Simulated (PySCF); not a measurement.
# B2FH4N: electronic excitations at several levels of theory

How much do the electronic excitations of B2FH4N (`BNBF`) depend on the level of theory, and what does each level cost?

Programs: PySCF 2.14.0, with density-fitted response routines of our own. Each step states its level of theory. These are calculated values for one molecule in the gas phase, unless marked as measured. Atoms count from 0, in the outputs and in this text.

## (1) The molecule as given

8 atoms, charge 0, multiplicity 1; geometry from: PBE0-D3(BJ)/def2-SVP.

Bonds of the start (Å): B0–N1 1.41, N1–B2 1.42, B2–F3 1.33, B0–H4 1.21, B0–H5 1.21, N1–H6 1.02, B2–H7 1.20.

## (2) TDDFT and polarisability: wB97X-D/def2-SVPD

What the job is given:

```
{"job": {"kind": "uv", "xc": "wB97X-D", "basis": "def2-SVPD", "ip": true}, "charge": 0, "multiplicity": 1}
B      1.185760     0.163855    -0.234063
N      0.036456    -0.643831    -0.393962
B     -1.252836    -0.366037     0.140721
F     -2.231757    -1.239200    -0.070171
H      2.233000    -0.190582    -0.721085
H      1.094323     1.193063     0.389712
H      0.127890    -1.510476    -0.918586
H     -1.476004     0.633638     0.774538
```

Method: TDDFT wB97X-D/def2-SVPD, vertical, gas phase, core orbitals frozen in the response.

Launch:

```
$ OMP_NUM_THREADS=1 python probes_run.py task.json out
```

The driver reads the jobs from task.json and runs them one after another.

Standard output:

```text
coarse grid: 6800 points
cycle   1  E = -206.5405444657  dE =  2.671e-01  |g| = 5.026e-01  |ddm| = 3.584e+00
cycle   2  E = -206.5486594853  dE = -8.115e-03  |g| = 5.324e-01  |ddm| = 1.236e+00
cycle   3  E = -206.5934574778  dE = -4.480e-02  |g| = 4.104e-02  |ddm| = 5.023e-01
cycle   4  E = -206.5937943564  dE = -3.369e-04  |g| = 2.238e-02  |ddm| = 8.815e-02
cycle   5  E = -206.5938949428  dE = -1.006e-04  |g| = 7.145e-03  |ddm| = 3.270e-02
cycle   6  E = -206.5939057792  dE = -1.084e-05  |g| = 7.189e-04  |ddm| = 8.694e-03
cycle   7  E = -206.5939059873  dE = -2.081e-07  |g| = 2.460e-04  |ddm| = 2.636e-03
final grid: 66504 points
cycle   8  E = -206.6170768186  dE = -4.827e-05  |g| = 6.967e-03  |ddm| = 1.042e-01
cycle   9  E = -206.6170763675  dE =  4.511e-07  |g| = 7.575e-03  |ddm| = 2.104e-02
cycle  10  E = -206.6170872070  dE = -1.084e-05  |g| = 4.509e-04  |ddm| = 5.236e-03
cycle  11  E = -206.6170872678  dE = -6.081e-08  |g| = 2.880e-04  |ddm| = 1.883e-03
cycle  12  E = -206.6170872850  dE = -1.725e-08  |g| = 8.083e-05  |ddm| = 5.140e-04
cycle  13  E = -206.6170872866  dE = -1.570e-09  |g| = 1.199e-05  |ddm| = 1.204e-04
cycle  14  E = -206.6170872867  dE = -1.189e-10  |g| = 2.908e-06  |ddm| = 6.789e-05
converged SCF energy = -206.6170872867

Static polarisability (au): isotropic 37.795, principal 28.527 37.903 46.955

Singlet excitations
state   eV       nm        f      main configurations
  1   6.7011    185.0   0.00042   H->L 0.94
  2   7.7519    159.9   0.31689   H-1->L 0.96
  3   7.9476    156.0   0.02048   H-2->L 0.81, H-2->L+2 0.10
  4   8.7877    141.1   0.00748   H-3->L 0.82, H->L+2 0.09
  5   9.1043    136.2   0.05755   H-1->L+1 0.79, H-1->L+4 0.15
  6   9.1488    135.5   0.03575   H->L+1 0.77, H->L+3 0.11
  7   9.1944    134.8   0.01398   H->L+2 0.73, H-3->L 0.10
  8   9.5817    129.4   0.05600   H-1->L+2 0.91
  9   9.7046    127.8   0.00666   H-2->L+2 0.81
 10   9.9714    124.3   0.06332   H->L+3 0.40, H-2->L+1 0.27, H->L+4 0.16

Triplet excitations (Tamm-Dancoff, eV): 6.1472 6.5251 7.3672 7.9897
Vertical ionisation energy (delta-SCF) = 12.1246 eV
```

It took 39 s on 1 thread of Arm Neoverse V2, shared host; peak memory 0.52 GiB.

Frontier orbitals and where they lie:

| orbital | eV | atoms |
| --- | --- | --- |
| HOMO−3 | -13.39 | B0 36 %, N1 20 %, H4 14 % |
| HOMO−2 | -12.17 | B2 28 %, F3 27 %, H7 26 % |
| HOMO−1 | -11.63 | N1 62 %, B0 14 %, B2 11 % |
| HOMO | -11.36 | B0 38 %, H4 22 %, H5 20 % |
| LUMO | 0.89 | B0 43 %, B2 17 %, N1 15 % |
| LUMO+1 | 1.98 | B0 42 %, B2 36 %, H6 8 % |
| LUMO+2 | 2.47 | B2 36 %, N1 19 %, B0 14 % |

With each of the 10 states as a Gaussian band of 0.4 eV half-width at 1/e, the curve within the window shown has maxima at 160 nm (ε 13,000), 134 nm (ε 5,300) L/(mol cm). Beyond the last state computed it falls off for lack of states. The curve at chosen wavelengths:

nm, ε (L/mol/cm) and a bar:
```
      121       1614 ####
      124       3372 #######
      128       4537 ##########
      131       4926 ###########
      134       5335 ############
      137       4879 ###########
      141       2680 ######
      144       1322 ###
      147       1173 ###
      151       3714 ########
      154       7695 #################
      157      11762 ##########################
      160      13492 ##############################
      164      10862 ########################
      167       7073 ################
      170       3762 ########
      173       1672 ####
      177        449 #
      180        151 
      183         54 
      187         22 
      190         16 
      193         11 
      196          7 
      200          4 
      203          2
```

Ground-state properties from the same run:

| property | computed |
| --- | --- |
| dipole moment (D) | 0.93 |
| polarisability (Å³) | 5.60 |
| HOMO–LUMO gap (eV) | 12.24 |
| −ε(HOMO) (eV) | 11.36 |

## (3) Ultraviolet spectrum: LC-wPBE/def2-SVPD

The job, as its differences from that of step 2:

```diff
@@ -1,2 +1,2 @@
-{"job": {"kind": "uv", "xc": "wB97X-D", "basis": "def2-SVPD", "ip": true}, "charge": 0, "multiplicity": 1}
+{"job": {"kind": "uv", "xc": "LC-wPBE", "basis": "def2-SVPD", "ip": true}, "charge": 0, "multiplicity": 1}
 B      1.185760     0.163855    -0.234063
```

Level: TDDFT LC-wPBE/def2-SVPD, vertical, gas phase, core orbitals frozen in the response.

Standard output:

```text
coarse grid: 6800 points
cycle   1  E = -206.4585490218  dE =  3.162e-01  |g| = 5.027e-01  |ddm| = 3.664e+00
cycle   2  E = -206.4785616099  dE = -2.001e-02  |g| = 4.873e-01  |ddm| = 1.220e+00
cycle   3  E = -206.5150200627  dE = -3.646e-02  |g| = 4.938e-02  |ddm| = 4.890e-01
cycle   4  E = -206.5155942958  dE = -5.742e-04  |g| = 2.267e-02  |ddm| = 1.052e-01
cycle   5  E = -206.5157050880  dE = -1.108e-04  |g| = 7.652e-03  |ddm| = 3.140e-02
cycle   6  E = -206.5157178795  dE = -1.279e-05  |g| = 7.474e-04  |ddm| = 9.135e-03
cycle   7  E = -206.5157181608  dE = -2.812e-07  |g| = 2.296e-04  |ddm| = 3.289e-03
final grid: 66504 points
cycle   8  E = -206.5458348615  dE = -2.399e-05  |g| = 7.123e-03  |ddm| = 5.390e-02
cycle   9  E = -206.5458333442  dE =  1.517e-06  |g| = 7.878e-03  |ddm| = 1.390e-02
cycle  10  E = -206.5458435046  dE = -1.016e-05  |g| = 2.676e-04  |ddm| = 5.612e-03
cycle  11  E = -206.5458435142  dE = -9.679e-09  |g| = 1.696e-04  |ddm| = 6.150e-04
cycle  12  E = -206.5458435208  dE = -6.549e-09  |g| = 3.797e-05  |ddm| = 1.865e-04
cycle  13  E = -206.5458435213  dE = -4.739e-10  |g| = 8.561e-06  |ddm| = 6.381e-05
converged SCF energy = -206.5458435213

Static polarisability (au): isotropic 37.217, principal 27.982 37.166 46.503

Singlet excitations
state   eV       nm        f      main configurations
  1   6.7044    184.9   0.00034   H->L 0.90
  2   7.8838    157.3   0.32742   H-1->L 0.94
  3   8.0233    154.5   0.02391   H-2->L 0.67, H-2->L+3 0.18
  4   8.8468    140.1   0.01164   H-3->L 0.85
  5   9.4622    131.0   0.05278   H-1->L+1 0.70, H-1->L+4 0.24
  6   9.5767    129.5   0.03934   H->L+1 0.71, H->L+2 0.15
  7   9.8536    125.8   0.02690   H->L+3 0.49, H-1->L+3 0.32
  8   9.8765    125.5   0.04265   H-1->L+3 0.56, H->L+3 0.27
  9  10.2678    120.8   0.00210   H-2->L+3 0.67, H-2->L 0.12
 10  10.2828    120.6   0.03443   H-2->L+1 0.37, H->L+2 0.28, H-2->L+2 0.15

Triplet excitations (Tamm-Dancoff, eV): 5.9316 6.5007 7.2104 7.8110
Vertical ionisation energy (delta-SCF) = 12.2014 eV
```

Run time: 54 s. Hardware: 1 thread of Arm Neoverse V2, shared host; peak memory 0.51 GiB.

This run: HOMO -12.29 eV, LUMO 1.28 eV; lowest singlet 6.70 eV.

## (4) Ultraviolet spectrum: PBE0/6-31G*

The job, as its differences from that of step 3:

```diff
@@ -1,2 +1,2 @@
-{"job": {"kind": "uv", "xc": "LC-wPBE", "basis": "def2-SVPD", "ip": true}, "charge": 0, "multiplicity": 1}
+{"job": {"kind": "uv", "xc": "PBE0", "basis": "6-31G*"}, "charge": 0, "multiplicity": 1}
 B      1.185760     0.163855    -0.234063
```

Level: TDDFT PBE0/6-31G*, vertical, gas phase, core orbitals frozen in the response.

Standard output:

```text
coarse grid: 6800 points
cycle   1  E = -206.5411213184  dE =  2.161e-01  |g| = 5.106e-01  |ddm| = 2.444e+00
cycle   2  E = -206.5095289094  dE =  3.159e-02  |g| = 6.899e-01  |ddm| = 7.916e-01
cycle   3  E = -206.5888480199  dE = -7.932e-02  |g| = 4.697e-02  |ddm| = 4.657e-01
cycle   4  E = -206.5892754228  dE = -4.274e-04  |g| = 1.915e-02  |ddm| = 4.904e-02
cycle   5  E = -206.5893439397  dE = -6.852e-05  |g| = 7.977e-03  |ddm| = 1.846e-02
cycle   6  E = -206.5893579204  dE = -1.398e-05  |g| = 9.800e-04  |ddm| = 5.818e-03
cycle   7  E = -206.5893581739  dE = -2.536e-07  |g| = 2.389e-04  |ddm| = 1.023e-03
final grid: 66504 points
cycle   8  E = -206.5747451914  dE = -1.654e-05  |g| = 5.717e-03  |ddm| = 1.345e-02
cycle   9  E = -206.5747386265  dE =  6.565e-06  |g| = 8.085e-03  |ddm| = 9.993e-03
cycle  10  E = -206.5747529253  dE = -1.430e-05  |g| = 6.018e-04  |ddm| = 5.503e-03
cycle  11  E = -206.5747530080  dE = -8.263e-08  |g| = 1.488e-04  |ddm| = 5.719e-04
cycle  12  E = -206.5747530112  dE = -3.208e-09  |g| = 5.365e-05  |ddm| = 1.162e-04
cycle  13  E = -206.5747530117  dE = -5.299e-10  |g| = 9.844e-06  |ddm| = 4.003e-05
converged SCF energy = -206.5747530117

Static polarisability (au): isotropic 30.495, principal 17.701 31.766 42.019

Singlet excitations
state   eV       nm        f      main configurations
  1   6.7025    185.0   0.00016   H->L 0.98
  2   7.6504    162.1   0.01338   H-2->L 0.95
  3   7.7548    159.9   0.31846   H-1->L 0.98
  4   8.7449    141.8   0.00909   H-3->L 0.95
  5   9.0977    136.3   0.00039   H->L+1 0.90
  6   9.6702    128.2   0.00508   H-2->L+1 0.90
  7  10.0028    123.9   0.03226   H-1->L+1 0.94
  8  10.1915    121.7   0.00761   H-1->L+2 0.97
  9  10.5255    117.8   0.02773   H->L+2 0.99
 10  10.6010    117.0   0.05579   H-5->L 0.82

Triplet excitations (Tamm-Dancoff, eV): 6.0607 6.2415 7.1290 7.8755
```

It took 2.9 s on 1 thread of Arm Neoverse V2, shared host; peak memory 0.36 GiB.

This run: HOMO -9.19 eV, LUMO -0.61 eV; lowest singlet 6.70 eV.

## (5) Ultraviolet spectrum: PBE0/def2-SVP

The job, as its differences from that of step 4:

```diff
@@ -1,2 +1,2 @@
-{"job": {"kind": "uv", "xc": "PBE0", "basis": "6-31G*"}, "charge": 0, "multiplicity": 1}
+{"job": {"kind": "uv", "xc": "PBE0", "basis": "def2-SVP"}, "charge": 0, "multiplicity": 1}
 B      1.185760     0.163855    -0.234063
```

Method: TDDFT PBE0/def2-SVP, vertical, gas phase, core orbitals frozen in the response.

Standard output:

```text
coarse grid: 6800 points
cycle   1  E = -206.3598294895  dE =  1.951e-01  |g| = 4.875e-01  |ddm| = 2.775e+00
cycle   2  E = -206.3292758976  dE =  3.055e-02  |g| = 6.662e-01  |ddm| = 8.287e-01
cycle   3  E = -206.4039350109  dE = -7.466e-02  |g| = 4.498e-02  |ddm| = 4.867e-01
cycle   4  E = -206.4043148649  dE = -3.799e-04  |g| = 1.919e-02  |ddm| = 5.049e-02
cycle   5  E = -206.4043845257  dE = -6.966e-05  |g| = 7.643e-03  |ddm| = 1.827e-02
cycle   6  E = -206.4043974497  dE = -1.292e-05  |g| = 1.093e-03  |ddm| = 6.001e-03
cycle   7  E = -206.4043977707  dE = -3.210e-07  |g| = 2.207e-04  |ddm| = 1.283e-03
final grid: 66504 points
cycle   8  E = -206.4287101310  dE = -2.378e-05  |g| = 5.515e-03  |ddm| = 1.449e-02
cycle   9  E = -206.4287040299  dE =  6.101e-06  |g| = 7.749e-03  |ddm| = 9.506e-03
cycle  10  E = -206.4287171387  dE = -1.311e-05  |g| = 5.557e-04  |ddm| = 5.312e-03
cycle  11  E = -206.4287172081  dE = -6.943e-08  |g| = 1.605e-04  |ddm| = 5.950e-04
cycle  12  E = -206.4287172118  dE = -3.700e-09  |g| = 5.771e-05  |ddm| = 1.392e-04
cycle  13  E = -206.4287172124  dE = -6.431e-10  |g| = 8.897e-06  |ddm| = 4.992e-05
converged SCF energy = -206.4287172124

Static polarisability (au): isotropic 32.052, principal 20.381 32.502 43.273

Singlet excitations
state   eV       nm        f      main configurations
  1   6.5343    189.7   0.00020   H->L 0.98
  2   7.5377    164.5   0.01391   H-2->L 0.95
  3   7.6802    161.4   0.32314   H-1->L 0.98
  4   8.6069    144.1   0.01169   H-3->L 0.93
  5   8.8328    140.4   0.00123   H->L+1 0.90
  6   9.4422    131.3   0.00636   H-2->L+1 0.92
  7   9.8085    126.4   0.02528   H-1->L+2 0.96
  8   9.8443    125.9   0.03057   H-1->L+1 0.84, H->L+2 0.09
  9   9.9308    124.8   0.01363   H->L+2 0.89, H-1->L+1 0.09
 10  10.4965    118.1   0.05468   H-4->L 0.77, H-3->L+1 0.10

Triplet excitations (Tamm-Dancoff, eV): 5.8691 6.2357 6.9916 7.7135
```

It took 3.5 s on 1 thread of Arm Neoverse V2, shared host; peak memory 0.38 GiB.

This run: HOMO -9.28 eV, LUMO -0.91 eV; lowest singlet 6.53 eV.

## (6) TDDFT and polarisability: PBE0/def2-TZVP

The job, as its differences from that of step 5:

```diff
@@ -1,2 +1,2 @@
-{"job": {"kind": "uv", "xc": "PBE0", "basis": "def2-SVP"}, "charge": 0, "multiplicity": 1}
+{"job": {"kind": "uv", "xc": "PBE0", "basis": "def2-TZVP"}, "charge": 0, "multiplicity": 1}
 B      1.185760     0.163855    -0.234063
```

Level: TDDFT PBE0/def2-TZVP, vertical, gas phase, core orbitals frozen in the response.

Standard output:

```text
coarse grid: 6800 points
cycle   1  E = -206.6237039272  dE =  2.184e-01  |g| = 5.129e-01  |ddm| = 1.979e+00
cycle   2  E = -206.5881602540  dE =  3.554e-02  |g| = 7.296e-01  |ddm| = 6.381e-01
cycle   3  E = -206.6697867835  dE = -8.163e-02  |g| = 4.813e-02  |ddm| = 3.739e-01
cycle   4  E = -206.6701827855  dE = -3.960e-04  |g| = 2.442e-02  |ddm| = 4.390e-02
cycle   5  E = -206.6702905561  dE = -1.078e-04  |g| = 8.741e-03  |ddm| = 1.643e-02
cycle   6  E = -206.6703066124  dE = -1.606e-05  |g| = 1.197e-03  |ddm| = 4.822e-03
cycle   7  E = -206.6703069440  dE = -3.316e-07  |g| = 3.001e-04  |ddm| = 1.006e-03
final grid: 66504 points
cycle   8  E = -206.6669173399  dE = -7.282e-05  |g| = 6.292e-03  |ddm| = 5.047e-02
cycle   9  E = -206.6669115025  dE =  5.837e-06  |g| = 8.263e-03  |ddm| = 7.136e-03
cycle  10  E = -206.6669247970  dE = -1.329e-05  |g| = 6.941e-04  |ddm| = 4.021e-03
cycle  11  E = -206.6669248953  dE = -9.825e-08  |g| = 2.513e-04  |ddm| = 5.293e-04
cycle  12  E = -206.6669249046  dE = -9.328e-09  |g| = 8.548e-05  |ddm| = 1.424e-04
cycle  13  E = -206.6669249059  dE = -1.230e-09  |g| = 1.506e-05  |ddm| = 5.036e-05
cycle  14  E = -206.6669249059  dE = -4.820e-11  |g| = 3.498e-06  |ddm| = 1.255e-05
converged SCF energy = -206.6669249059

Static polarisability (au): isotropic 36.349, principal 26.012 36.406 46.628

Singlet excitations
state   eV       nm        f      main configurations
  1   6.5153    190.3   0.00040   H->L 0.98
  2   7.5613    164.0   0.02232   H-2->L 0.91
  3   7.5790    163.6   0.29303   H-1->L 0.94
  4   8.5027    145.8   0.00079   H->L+1 0.73, H-3->L 0.22
  5   8.6306    143.7   0.01018   H-3->L 0.75, H->L+1 0.21
  6   9.0866    136.4   0.03634   H-1->L+2 0.80, H->L+2 0.13
  7   9.1102    136.1   0.01037   H->L+2 0.84, H-1->L+2 0.12
  8   9.1827    135.0   0.02050   H-2->L+1 0.88
  9   9.3762    132.2   0.02234   H-1->L+1 0.93
 10  10.0625    123.2   0.08240   H-2->L+2 0.89

Triplet excitations (Tamm-Dancoff, eV): 5.8438 6.2233 6.9858 7.6147
```

Run time: 8.4 s. Hardware: 1 thread of Arm Neoverse V2, shared host; peak memory 0.59 GiB.

This run: HOMO -9.36 eV, LUMO -1.01 eV; lowest singlet 6.52 eV.

## (7) TDDFT and polarisability: PBE0/aug-cc-pVDZ

The job, as its differences from that of step 6:

```diff
@@ -1,2 +1,2 @@
-{"job": {"kind": "uv", "xc": "PBE0", "basis": "def2-TZVP"}, "charge": 0, "multiplicity": 1}
+{"job": {"kind": "uv", "xc": "PBE0", "basis": "aug-cc-pVDZ"}, "charge": 0, "multiplicity": 1}
 B      1.185760     0.163855    -0.234063
```

Level: TDDFT PBE0/aug-cc-pVDZ, vertical, gas phase, core orbitals frozen in the response.

Standard output:

```text
coarse grid: 6800 points
cycle   1  E = -206.5542985505  dE =  2.360e-01  |g| = 4.651e-01  |ddm| = 6.965e+00
cycle   2  E = -206.5247965774  dE =  2.950e-02  |g| = 6.453e-01  |ddm| = 1.694e+00
cycle   3  E = -206.5953694763  dE = -7.057e-02  |g| = 4.504e-02  |ddm| = 7.985e-01
cycle   4  E = -206.5957552459  dE = -3.858e-04  |g| = 1.939e-02  |ddm| = 1.068e-01
cycle   5  E = -206.5958270415  dE = -7.180e-05  |g| = 7.792e-03  |ddm| = 3.771e-02
cycle   6  E = -206.5958403335  dE = -1.329e-05  |g| = 1.140e-03  |ddm| = 1.233e-02
cycle   7  E = -206.5958406712  dE = -3.377e-07  |g| = 2.414e-04  |ddm| = 2.850e-03
final grid: 66504 points
cycle   8  E = -206.6031771703  dE = -2.659e-05  |g| = 5.764e-03  |ddm| = 9.381e-02
cycle   9  E = -206.6031704818  dE =  6.688e-06  |g| = 8.141e-03  |ddm| = 2.047e-02
cycle  10  E = -206.6031849275  dE = -1.445e-05  |g| = 6.104e-04  |ddm| = 1.097e-02
cycle  11  E = -206.6031850133  dE = -8.584e-08  |g| = 1.826e-04  |ddm| = 1.657e-03
cycle  12  E = -206.6031850180  dE = -4.723e-09  |g| = 6.398e-05  |ddm| = 2.901e-04
cycle  13  E = -206.6031850188  dE = -7.670e-10  |g| = 1.137e-05  |ddm| = 1.177e-04
converged SCF energy = -206.6031850188

Static polarisability (au): isotropic 38.575, principal 28.744 38.547 48.435

Singlet excitations
state   eV       nm        f      main configurations
  1   6.4676    191.7   0.00054   H->L 0.98
  2   7.5172    164.9   0.15906   H-1->L 0.49, H-2->L 0.46
  3   7.5234    164.8   0.15641   H-2->L 0.47, H-1->L 0.47
  4   8.2842    149.7   0.00026   H->L+2 0.89
  5   8.3445    148.6   0.00558   H->L+1 0.95
  6   8.4343    147.0   0.02942   H-1->L+1 0.94
  7   8.5881    144.4   0.01896   H-3->L 0.92
  8   8.9269    138.9   0.06253   H->L+4 0.87
  9   8.9723    138.2   0.01042   H-2->L+2 0.89
 10   8.9952    137.8   0.03492   H-1->L+2 0.84

Triplet excitations (Tamm-Dancoff, eV): 5.7960 6.1780 6.9255 7.5054
```

It took 6.9 s on 1 thread of Arm Neoverse V2, shared host; peak memory 0.55 GiB.

In short: HOMO -9.36 eV, LUMO -1.08 eV; lowest singlet 6.47 eV.

## (8) Ultraviolet spectrum: PBE0/aug-cc-pVTZ

The job, as its differences from that of step 7:

```diff
@@ -1,2 +1,2 @@
-{"job": {"kind": "uv", "xc": "PBE0", "basis": "aug-cc-pVDZ"}, "charge": 0, "multiplicity": 1}
+{"job": {"kind": "uv", "xc": "PBE0", "basis": "aug-cc-pVTZ"}, "charge": 0, "multiplicity": 1}
 B      1.185760     0.163855    -0.234063
```

Method: TDDFT PBE0/aug-cc-pVTZ, vertical, gas phase, core orbitals frozen in the response.

Standard output:

```text
coarse grid: 6800 points
cycle   1  E = -206.6148062900  dE =  2.175e-01  |g| = 5.081e-01  |ddm| = 5.643e+00
cycle   2  E = -206.5798383261  dE =  3.497e-02  |g| = 7.278e-01  |ddm| = 1.384e+00
cycle   3  E = -206.6600225948  dE = -8.018e-02  |g| = 4.783e-02  |ddm| = 7.301e-01
cycle   4  E = -206.6604055358  dE = -3.829e-04  |g| = 2.498e-02  |ddm| = 1.021e-01
cycle   5  E = -206.6605170550  dE = -1.115e-04  |g| = 8.784e-03  |ddm| = 3.706e-02
cycle   6  E = -206.6605331562  dE = -1.610e-05  |g| = 1.258e-03  |ddm| = 1.173e-02
cycle   7  E = -206.6605335126  dE = -3.564e-07  |g| = 3.084e-04  |ddm| = 2.608e-03
final grid: 66504 points
cycle   8  E = -206.6618599884  dE = -8.319e-05  |g| = 6.018e-03  |ddm| = 1.734e-01
cycle   9  E = -206.6618537709  dE =  6.218e-06  |g| = 8.133e-03  |ddm| = 1.849e-02
cycle  10  E = -206.6618670971  dE = -1.333e-05  |g| = 6.978e-04  |ddm| = 1.011e-02
cycle  11  E = -206.6618671890  dE = -9.191e-08  |g| = 2.671e-04  |ddm| = 1.326e-03
cycle  12  E = -206.6618671985  dE = -9.552e-09  |g| = 8.511e-05  |ddm| = 3.357e-04
cycle  13  E = -206.6618671998  dE = -1.214e-09  |g| = 1.470e-05  |ddm| = 1.299e-04
cycle  14  E = -206.6618671998  dE = -4.650e-11  |g| = 3.359e-06  |ddm| = 2.364e-05
converged SCF energy = -206.6618671998

Static polarisability (au): isotropic 38.704, principal 29.085 38.602 48.424

Singlet excitations
state   eV       nm        f      main configurations
  1   6.4885    191.1   0.00052   H->L 0.98
  2   7.5363    164.5   0.26492   H-1->L 0.85, H-2->L 0.11
  3   7.5461    164.3   0.04641   H-2->L 0.82, H-1->L 0.11
  4   8.2803    149.7   0.00046   H->L+2 0.87
  5   8.3330    148.8   0.00579   H->L+1 0.94
  6   8.4319    147.0   0.03060   H-1->L+1 0.92
  7   8.5913    144.3   0.01869   H-3->L 0.92
  8   8.8737    139.7   0.06076   H->L+4 0.54, H->L+3 0.40
  9   8.9501    138.5   0.01155   H-2->L+2 0.87
 10   8.9710    138.2   0.02986   H-1->L+2 0.88

Triplet excitations (Tamm-Dancoff, eV): 5.8074 6.2153 6.9494 7.5238
```

Wall time 21 s (1 thread of Arm Neoverse V2, shared host); peak memory 0.86 GiB.

Key values: HOMO -9.37 eV, LUMO -1.06 eV; lowest singlet 6.49 eV.

[end of part 1 of 2]
